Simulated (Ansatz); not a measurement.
# C8H18MgO2: up Jacob's ladder to CCSD(T)

Aim: compute C8H18MgO2 with functionals from several rungs and with coupled cluster, and see how far each lands from CCSD(T) at the basis-set limit for the atomisation energy.

Program: Ansatz 0.2.0, Gaussian basis. Level of theory: functionals in def2-TZVPP, the program's frozen cores in correlated methods. These are calculated values, not measurements.

Plan: LDA (SPW92), PBE-D4, revPBE-D4, BLYP-D4, r2SCAN-D4, B97M-V, PBE0-D4, B3LYP-D4, r2SCANh-D4, r2SCAN0-D4, HSE06-D4, BHLYP-D4, CAM-B3LYP-D4, LC-ωPBE, ωB97X-V, ωB97M-V, B2PLYP, PBE-QIDH; CCSD(T)/def2-SVP; CCSD(T)/def2-TZVPP; MP2/def2-QZVPP; extrapolation to the limit; RPA on PBE.

## Step 1: Structure used throughout

All runs share one geometry, relaxed beforehand with PBE0-D4 in a triple-zeta def2 set.

29 atoms, charge 0, spin multiplicity 1.

Atoms are counted from 1 here; the program's logs count them from 0.

Bond lengths: C1–C2 1.527 Å, C1–H12 1.093 Å, C1–H13 1.093 Å, C1–H14 1.093 Å, C2–C3 1.527 Å, C2–C4 1.527 Å, C2–O5 1.388 Å, C3–H15 1.093 Å, C3–H16 1.093 Å, C3–H17 1.093 Å, C4–H18 1.093 Å, C4–H19 1.093 Å, C4–H20 1.093 Å, O5–Mg6 1.759 Å, Mg6–O7 1.759 Å, O7–C8 1.388 Å, C8–C9 1.527 Å, C8–C10 1.527 Å and more. Angles: C2–C1–H12 111.7°, C2–C1–H13 110.0°, C2–C1–H14 110.0°, H12–C1–H13 108.4°, H12–C1–H14 108.4°, H13–C1–H14 108.3°, C1–C2–C3 109.8°, C1–C2–C4 109.8°, C1–C2–O5 109.2°, C3–C2–C4 109.8°, C3–C2–O5 109.2°, C4–C2–O5 109.2°, C2–C3–H15 111.7°, C2–C3–H16 110.0°, C2–C3–H17 110.0°, H15–C3–H16 108.4°, H15–C3–H17 108.4°, H16–C3–H17 108.3° and more.

Geometry (Å):

```mol
C8H18MgO2
  3D, bonds by distance, orders not assigned

 29 28  0  0  0  0  0  0  0  0999 V2000
    0.5345    2.6136    2.8716 C   0  0
   -0.5029    2.5652    1.7525 C   0  0
   -0.3768    3.8098    0.8774 C   0  0
   -1.9055    2.4948    2.3512 C   0  0
   -0.2820    1.4372    0.9746 O   0  0
   -0.0021    0.0007   -0.0016 Mg  0  0
    0.2791   -1.4352   -0.9782 O   0  0
    0.4979   -2.5663   -1.7521 C   0  0
   -0.8092   -3.3439   -1.8846 C   0  0
    1.5519   -3.4398   -1.0761 C   0  0
    0.9883   -2.1414   -3.1340 C   0  0
    0.3980    3.4895    3.5112 H   0  0
    1.5409    2.6506    2.4472 H   0  0
    0.4562    1.7180    3.4931 H   0  0
   -0.5436    4.7254    1.4510 H   0  0
   -1.1093    3.7730    0.0671 H   0  0
    0.6218    3.8571    0.4360 H   0  0
   -2.1233    3.3666    2.9736 H   0  0
   -2.6507    2.4466    1.5531 H   0  0
   -2.0042    1.5980    2.9681 H   0  0
   -0.6830   -4.2463   -2.4885 H   0  0
   -1.5707   -2.7177   -2.3564 H   0  0
   -1.1708   -3.6388   -0.8963 H   0  0
    2.4857   -2.8823   -0.9673 H   0  0
    1.2103   -3.7355   -0.0810 H   0  0
    1.7567   -4.3453   -1.6532 H   0  0
    0.2420   -1.5049   -3.6162 H   0  0
    1.9173   -1.5730   -3.0427 H   0  0
    1.1741   -3.0038   -3.7795 H   0  0
  1  2  8  0
  2  3  8  0
  2  4  8  0
  2  5  8  0
  5  6  8  0
  6  7  8  0
  7  8  8  0
  8  9  8  0
  8 10  8  0
  8 11  8  0
  1 12  8  0
  1 13  8  0
  1 14  8  0
  3 15  8  0
  3 16  8  0
  3 17  8  0
  4 18  8  0
  4 19  8  0
  4 20  8  0
  9 21  8  0
  9 22  8  0
  9 23  8  0
 10 24  8  0
 10 25  8  0
 10 26  8  0
 11 27  8  0
 11 28  8  0
 11 29  8  0
M  END
```

## Step 2: LDA

This LDA is Slater exchange with PW92 correlation.

Contents of in.yaml:

```yaml
crystal:
  periodic: [false, false, false]
  atoms:
    - {symbol: C, position_ang: [0.534452, 2.613588, 2.871605]}
    - {symbol: C, position_ang: [-0.502864, 2.565172, 1.752485]}
    - {symbol: C, position_ang: [-0.376849, 3.809846, 0.877414]}
    - {symbol: C, position_ang: [-1.905490, 2.494760, 2.351153]}
    - {symbol: O, position_ang: [-0.281965, 1.437158, 0.974616]}
    - {symbol: Mg, position_ang: [-0.002098, 0.000711, -0.001559]}
    - {symbol: O, position_ang: [0.279056, -1.435157, -0.978213]}
    - {symbol: C, position_ang: [0.497878, -2.566340, -1.752052]}
    - {symbol: C, position_ang: [-0.809239, -3.343888, -1.884607]}
    - {symbol: C, position_ang: [1.551937, -3.439767, -1.076097]}
    - {symbol: C, position_ang: [0.988259, -2.141352, -3.133974]}
    - {symbol: H, position_ang: [0.398012, 3.489546, 3.511219]}
    - {symbol: H, position_ang: [1.540928, 2.650564, 2.447200]}
    - {symbol: H, position_ang: [0.456216, 1.717962, 3.493107]}
    - {symbol: H, position_ang: [-0.543571, 4.725367, 1.451034]}
    - {symbol: H, position_ang: [-1.109276, 3.772992, 0.067066]}
    - {symbol: H, position_ang: [0.621838, 3.857074, 0.435992]}
    - {symbol: H, position_ang: [-2.123331, 3.366605, 2.973611]}
    - {symbol: H, position_ang: [-2.650670, 2.446621, 1.553111]}
    - {symbol: H, position_ang: [-2.004234, 1.598005, 2.968085]}
    - {symbol: H, position_ang: [-0.683003, -4.246302, -2.488541]}
    - {symbol: H, position_ang: [-1.570741, -2.717717, -2.356354]}
    - {symbol: H, position_ang: [-1.170844, -3.638829, -0.896303]}
    - {symbol: H, position_ang: [2.485654, -2.882278, -0.967268]}
    - {symbol: H, position_ang: [1.210293, -3.735509, -0.080962]}
    - {symbol: H, position_ang: [1.756680, -4.345331, -1.653199]}
    - {symbol: H, position_ang: [0.242038, -1.504866, -3.616215]}
    - {symbol: H, position_ang: [1.917327, -1.573041, -3.042672]}
    - {symbol: H, position_ang: [1.174105, -3.003795, -3.779479]}
basis:
  gaussian: {orbitals: def2-TZVPP}
hamiltonian: {xc: lda}
output: {orbitals: {seedname: orbitals}}
```

Command:

```bash
$ ansatz run in.yaml --threads 11 --pin off --events-out ev --progress --plain --max-ram 120832MiB --backend cuda --devices 0, --max-vram 75GiB
```

The runs that follow: PBE-D4 (GGA); revPBE-D4 (GGA); BLYP-D4 (GGA); r2SCAN-D4 (meta-GGA); B97M-V (meta-GGA); B3LYP-D4 (hybrid); r2SCANh-D4 (hybrid); r2SCAN0-D4 (hybrid); HSE06-D4 (hybrid); BHLYP-D4 (hybrid); CAM-B3LYP-D4 (range-separated); LC-ωPBE (range-separated); ωB97X-V (range-separated); ωB97M-V (range-separated); B2PLYP (double hybrid); PBE-QIDH (double hybrid); CCSD(T) in def2-SVP; CCSD(T) in def2-TZVPP; MP2 in def2-QZVPP; RPA on PBE orbitals.

Q: Predict the results of all the runs planned. Wanted: atomisation energy, CCSD(T)/CBS; farthest beyond LDA; mean size of error, GGA; mean size of error, meta-GGA; mean size of error, hybrid; mean size of error, range-separated; mean size of error, double hybrid; gap, smallest and largest; T1 diagnostic.

The runs gave:

```
                               quantity                                                                                                value
        atomisation energy, CCSD(T)/CBS                                                                                       11524.7 kJ/mol
 functionals within 57.6 kJ/mol (0.5 %)  r2SCAN-D4, B97M-V, PBE0-D4, B3LYP-D4, r2SCANh-D4, HSE06-D4, CAM-B3LYP-D4, LC-ωPBE, ωB97X-V, ωB97M-V
                    farthest beyond LDA                                                                             BHLYP-D4 (-329.4 kJ/mol)
                mean size of error, GGA                                                                                         116.0 kJ/mol
           mean size of error, meta-GGA                                                                                          19.6 kJ/mol
             mean size of error, hybrid                                                                                          95.6 kJ/mol
    mean size of error, range-separated                                                                                          22.8 kJ/mol
      mean size of error, double hybrid                                                                                         106.6 kJ/mol
              gap, smallest and largest                                                                3.83 eV (BLYP-D4), 10.75 eV (LC-ωPBE)
                          T1 diagnostic                                                                                               0.0109
triples share of the correlation energy                                                                                                3.6 %
```

LDA overbinds by 1554.1 kJ/mol (13 %). PBE-D4 is off by +169.1 kJ/mol. Double hybrids carry the basis error of their MP2 part in triple zeta, and no dispersion term here, so their miss is partly the set-up's. The rungs meta-GGA, range-separated miss on average by less than the doubt on the reference (57.6 kJ/mol), so they tie. Misses under about 57.6 kJ/mol are within the doubt on the reference itself, which lacks core-valence correlation, relativity and higher excitations. Hartree-Fock recovers 74 % of the binding; the rest is correlation. CCSD(T) in def2-SVP is off by -462.8 kJ/mol, worse than the median functional, from the basis alone. Orbital gaps span 3.8 to 10.8 eV; exact exchange widens them. Correlated methods include outer-core shells of Mg, which these sets cover unevenly.
